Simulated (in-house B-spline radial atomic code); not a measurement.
# Zr¹⁰⁺: ionisation energy by several methods

Aim: the ionisation energy of Zr¹⁰⁺ by several methods, each as the difference of two self-consistent energies (Zr¹⁰⁺ and the next ion, [Ar] 3d10 4s1).

Program: in-house B-spline radial atomic code version 1. Level of theory: scalar-relativistic (X2C), several functionals, spin-polarised, exact exchange averaged over the configuration; spherical all-electron atom at the radial basis limit. These are calculated values, not measurements, unless marked.

**1. The atom as given**

```
element       : zirconium (Z = 40)
charge        : +10
electrons     : 30
configuration : [Ar] 3d10 4s2
nucleus       : Fermi, rms radius 4.269 fm
```

The outer shells:

[Ar] 3d10 4s2
```
[Ar] core
3d [↑↓][↑↓][↑↓][↑↓][↑↓]
4s [↑↓]
```

Where spins are not typed, each open shell is filled with up spins first.

**2. B3LYP, a global hybrid**

Settings of the run:

```ini
Z = 40
electrons = 30.0
configuration = [Ar] 3d10 4s2
hamiltonian = x2c
method = b3lyp
spin_polarised = True
nucleus = fermi
rms_radius = 4.2694
mass_number = 90
atomic_mass = 89.904698755
speed_of_light = 137.035999084
exact_exchange = averaged over the configuration
```

On the command line:

```
> python run_scf.py task.json out
```

The settings of every run stand in task.json; they run in order.

**3. r2SCAN0, a global hybrid**

Settings: those of step 2 with these lines changed.

```diff
@@ -4,3 +4,3 @@
 hamiltonian = x2c
-method = b3lyp
+method = r2scan0
 spin_polarised = True
```

**4. LC-ωPBE, a range-separated hybrid**

Settings: those of step 3 with these lines changed.

```diff
@@ -4,3 +4,3 @@
 hamiltonian = x2c
-method = r2scan0
+method = lc_wpbe
 spin_polarised = True
```

**5. TPSSh, a global hybrid**

Settings: those of step 4 with these lines changed.

```diff
@@ -4,3 +4,3 @@
 hamiltonian = x2c
-method = lc_wpbe
+method = tpssh
 spin_polarised = True
```

**6. ωB97X, a range-separated hybrid**

Settings: those of step 5 with these lines changed.

```diff
@@ -4,3 +4,3 @@
 hamiltonian = x2c
-method = tpssh
+method = wb97x
 spin_polarised = True
```

**7. HSE06, a range-separated hybrid**

Settings: those of step 6 with these lines changed.

```diff
@@ -4,3 +4,3 @@
 hamiltonian = x2c
-method = wb97x
+method = hse06
 spin_polarised = True
```

The tabulated ionisation energy is 214.9 ± 0.4 eV (semi-empirical; NIST Atomic Spectra Database). What does each method give, and which comes nearest?

As calculated:

| method | rung | total energy (hartree) | ΔSCF (eV) | −ε highest (eV) | ΔSCF less tabulated (eV) |
| --- | --- | --- | --- | --- | --- |
| B3LYP | global hybrid | -3567.9161 | 216.07 | 208.37 (4s up) | +1.17 |
| r2SCAN0 | global hybrid | -3567.8418 | 214.60 | 208.50 (4s up) | -0.30 |
| TPSSh | global hybrid | -3567.7662 | 215.20 | 206.96 (4s up) | +0.30 |
| LC-ωPBE | range-separated hybrid | -3567.5161 | 216.01 | 211.88 (4s up) | +1.11 |
| ωB97X | range-separated hybrid | -3568.0471 | 214.70 | 211.40 (4s up) | -0.20 |
| HSE06 | range-separated hybrid | -3567.5600 | 215.57 | 208.14 (4s up) | +0.67 |

What this shows: The tabulated ionisation energy is 214.9 ± 0.4 eV (semi-empirical; NIST Atomic Spectra Database). ωB97X comes nearest (-0.20 eV) and B3LYP is farthest (+1.17 eV, 0.54 %). Relativistic terms that these runs lack can be as large as the gaps between close methods, so the nearest may be so by luck. Spin-orbit coupling is left out.
